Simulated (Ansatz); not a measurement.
# Cu3HO: the cost of one run

Method: DFT LDA, scalar-relativistic, plane waves, PAW, in Ansatz 0.2.0.

### 1 The starting structure

The structure is cubic, space group Pm-3m (No. 221). The conventional cell has a = 4.240 Å, b = 4.240 Å, c = 4.240 Å, α = 90.00°, β = 90.00°, γ = 90.00°. Around O (site symmetry m-3m) lie 12 Cu at 3.00 Å. H (site symmetry m-3m) is surrounded by 6 Cu at 2.12 Å. Cu (site symmetry 4/mmm) has 2 H at 2.12 Å and 4 O at 3.00 Å and 8 Cu at 3.00 Å as nearest neighbours.

As a file:

```
CELL_PARAMETERS angstrom
4.24000 0.00000 0.00000
0.00000 4.24000 0.00000
0.00000 0.00000 4.24000
ATOMIC_POSITIONS crystal
O 0.00000 0.00000 0.00000
H 0.50000 0.50000 0.50000
Cu 0.50000 0.50000 0.00000
Cu 0.50000 0.00000 0.50000
Cu 0.00000 0.50000 0.50000
```

The cell was made up by rule, so the compound may not exist in this form.

The cell is the ideal cubic antiperovskite prototype; whether it is the stable structure of this composition wasn't checked.

### 2 Coarse point 1 of the search for the rest volume

The input, input.yaml:

```yaml
crystal:
  lattice:
    - [4.24, 0.0, 0.0]
    - [0.0, 4.24, 0.0]
    - [0.0, 0.0, 4.24]
  atoms:
    - { symbol: O, position: [0.0, 0.0, 0.0] }
    - { symbol: H, position: [0.5, 0.5, 0.5] }
    - { symbol: Cu, position: [0.5, 0.5, 0.0] }
    - { symbol: Cu, position: [0.5, 0.0, 0.5] }
    - { symbol: Cu, position: [0.0, 0.5, 0.5] }
basis:
  ecutwfc: 420
kpoints:
  mp_grid: { grid: [4, 4, 4] }
hamiltonian:
  xc: lda
scf:
  occupations: { method: gaussian, width: 0.05 }
output:
  forces: true
  stress: true
  eigenvalues: true
```

The run is started by

```
> ansatz run input.yaml --threads 1 --pin off --max-ram 1228MiB --backend cpu --events-out ev --progress --plain --runs-dir out
```

**Question.** How long does this run take on 1 thread of an Arm CPU, shared host, and how much memory does it need?

About 3.4 s, with a peak of 0.33 GiB.
